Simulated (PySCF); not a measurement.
# Sulfur: the same states on changed settings

One table from this session's results is given with a row withheld; the runs are named, their logs left out.

Method: unrestricted determinants in a Gaussian basis, no spin-orbit coupling in the energies. Code: PySCF 2.14.0.

### The atom as given

* Element: sulfur (Z = 16)
* Basis: aug-cc-pVDZ-DK (5s4p2d, 27 functions)
* Hamiltonian: scalar relativity by spin-free X2C-1e
* State 1: S: [Ne] 3s2 3p4, high-spin 3P determinant
* State 2: S⁺: [Ne] 3s2 3p3, high-spin 4S determinant
* Methods: MP2, CCSD(T)
* Core shells frozen in the correlated runs: all electrons: nothing (for S)

Outer shells as boxes (Hund's rule):

S [Ne] 3s2 3p4
```
[Ne] core
3s [↑↓]
3p [↑↓][↑ ][↑ ]
```

S+ [Ne] 3s2 3p3
```
[Ne] core
3s [↑↓]
3p [↑ ][↑ ][↑ ]
```

The sound run (aug-cc-pVDZ-DK, scalar relativity by spin-free X2C-1e, symmetry-adapted start, fine grid, valence correlation) gave:

| species | method | energy (hartree) |
| --- | --- | --- |
| S | UHF | -398.57862 |
| S | MN15 | -399.21218 |
| S | M06-L | -399.18143 |
| S | MP2 (valence) | -398.66852 |
| S | CCSD(T) (valence) | -398.69039 |
| S⁺ | UHF | -398.24026 |
| S⁺ | MN15 | -398.83453 |
| S⁺ | M06-L | -398.80112 |
| S⁺ | MP2 (valence) | -398.30989 |
| S⁺ | CCSD(T) (valence) | -398.32972 |

One driver process ran all states and methods and kept the integrals in memory. Each run is shown as a PySCF script that sums up its settings (the driver passes frozen orbitals as a list and adds second-order terms of double hybrids); the logs are those of the runs themselves. The driver starts from symmetry-adapted Hartree-Fock orbitals, holds the occupation by maximum overlap and uses a logarithmic radial grid for functionals, so a plain start would take other cycles.

Set-up of the first run:

The driver's launch:

```console
$ OMP_NUM_THREADS=1 python atomrun2.py TASK.json OUT
```

input.py reads:

```python
from pyscf import gto, scf, dft, mp, cc
import basis_set_exchange as bse
mol = gto.M(atom="S 0 0 0", charge=0, spin=2, symmetry="D2h",
            basis=gto.basis.parse(bse.get_basis("aug-cc-pVDZ-DK", elements=["S"], fmt="nwchem", header=False)),
            nucmod="G")
mf = scf.UHF(mol).sfx2c1e()
mf.irrep_nelec = {'Ag': (3, 3), 'B1u': (2, 1), 'B2u': (2, 2), 'B3u': (2, 1)}
mf.kernel()
mp.UMP2(mf, frozen=0).kernel()
```

input.py reads:

```python
from pyscf import gto, scf, dft, mp, cc
import basis_set_exchange as bse
mol = gto.M(atom="S 0 0 0", charge=0, spin=2, symmetry="D2h",
            basis=gto.basis.parse(bse.get_basis("aug-cc-pVDZ-DK", elements=["S"], fmt="nwchem", header=False)),
            nucmod="G")
mf = scf.UHF(mol).sfx2c1e()
mf.irrep_nelec = {'Ag': (3, 3), 'B1u': (2, 1), 'B2u': (2, 2), 'B3u': (2, 1)}
mf.kernel()
mycc = cc.CCSD(mf, frozen=0).run()
mycc.ccsd_t()
```

Among the steps run: Changed run, S: the ladder of methods; Changed run, S⁺, method by method.

One of the session's tables, all rows but one given; the rest of the session is left out.

Ionisation energy of S:

```
 method  sound run (eV)
    UHF               ?
    MP2           9.759
SCS-MP2           9.786
   CCSD           9.792
CCSD(T)           9.814
```

Estimate the missing values for UHF.

As computed: sound run (eV): 9.207. In the column «sound run (eV)» it is the lowest.
